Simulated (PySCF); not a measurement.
# LiBe under other conditions

How does LiBe answer to another spin, charge, distance or environment?

Method: method and basis as typed in the scripts; program: PySCF 2.14.0.

### 1 Where the work starts

LiBe: 2 atoms, charge 0, spin multiplicity 2.

Bond lengths: Li1–Be2 2.133 Å.

### 2 The run that the others are compared with

The input, input.py:

```python
from pyscf import gto, dft

mol = gto.M(
    atom='Li 0 0 0; Be 0 0 2.133',
    basis='x2c-svpall',
    charge=0,
    spin=1,
    verbose=4,
)
mf = dft.UKS(mol, xc='blyp')
mf = mf.sfx2c1e()
mf.kernel()
mf.stability(internal=True, external=True)
mf.dip_moment()
print('orbital energies (hartree):', [e[max(0, n-3):n+3].round(4) for e, n in zip(mf.mo_energy, mol.nelec)])
```

Command:

```bash
$ OMP_NUM_THREADS=1 python input.py
```

The log of this run is left out.

In short: E(SCF) = -22.128380 Eh, 9 cycles, ⟨S²⟩ = 0.757, μ = 2.62 D, internal stable; real -> complex stable; UHF/UKS -> GHF/GKS unstable.

The bond length is a typed value, not an optimised one.

### 3 Charge -1 (triplet)

Run 1 changes charge: 0 → -1; spin (2S): 1 → 2.

The input, input.py:

```python
from pyscf import gto, dft

mol = gto.M(
    atom='Li 0 0 0; Be 0 0 2.133',
    basis='x2c-svpall',
    charge=-1,
    spin=2,
    verbose=4,
)
mf = dft.UKS(mol, xc='blyp')
mf = mf.sfx2c1e()
mf.kernel()
mf.stability(internal=True, external=True)
mf.dip_moment()
print('orbital energies (hartree):', [e[max(0, n-3):n+3].round(4) for e, n in zip(mf.mo_energy, mol.nelec)])
```

Command:

```bash
$ OMP_NUM_THREADS=1 python input.py
```

### 4 Quartet

Run 2 changes spin (2S): 1 → 3.

Changes to input.py since step 2:

```diff
@@ -6,3 +6,3 @@
     charge=0,
-    spin=1,
+    spin=3,
     verbose=4,
```

### 5 Bond 2.282 Å

Run 3 changes bond length: 2.133 Å → 2.282 Å.

Changes to input.py since step 2:

```diff
@@ -3,3 +3,3 @@
 mol = gto.M(
-    atom='Li 0 0 0; Be 0 0 2.133',
+    atom='Li 0 0 0; Be 0 0 2.282',
     basis='x2c-svpall',
```

### 6 Sextet

Run 4 changes spin (2S): 1 → 5.

Changes to input.py since step 2:

```diff
@@ -6,3 +6,3 @@
     charge=0,
-    spin=1,
+    spin=5,
     verbose=4,
```

### 7 Charge -1 (singlet)

Run 5 changes charge: 0 → -1; spin (2S): 1 → 0.

Changes to input.py since step 2:

```diff
@@ -5,4 +5,4 @@
     basis='x2c-svpall',
-    charge=0,
-    spin=1,
+    charge=-1,
+    spin=0,
     verbose=4,
```

**Question.** What will these runs give? Wanted: for each run, E(SCF); from base; gap, α spin; SCF dipole; after the SCF.

As calculated:

```tsv
run	E(SCF) (hartree)	from base (eV)	cycles	gap, α spin (eV)	SCF dipole (D)	after the SCF
base	-22.128380	0	9	0.69	2.62	unstable: UHF/UKS -> GHF/GKS
charge -1 (triplet)	-22.124196	+0.1139	12	0.27	n/a	unstable: UHF/UKS -> GHF/GKS
quartet	-22.040295	+2.3969	8	0.34	3.91	unstable: UHF/UKS -> GHF/GKS
bond 2.282 Å	-22.135310	-0.1886	9	0.84	2.63	unstable: UHF/UKS -> GHF/GKS
sextet	-19.902788	+60.5615	12	0.35	0.28	unstable: UHF/UKS -> GHF/GKS
charge -1 (singlet)	-22.128684	-0.0083	12	0.41	n/a	unstable: internal, UHF/UKS -> GHF/GKS
```

What this shows: Of the runs whose energies can be compared, “sextet” moves the SCF energy most (+60.561 eV). At the SCF level, adding an electron (to the triplet) costs 0.11 eV at fixed geometry; correlation, diffuse functions and relaxation can still bind it. The quartet solution found lies 2.40 eV above the base doublet at this geometry and level. The sextet solution found lies 60.56 eV above the base doublet at this geometry and level. At the SCF level, adding an electron (to the singlet) releases 0.01 eV at fixed geometry.
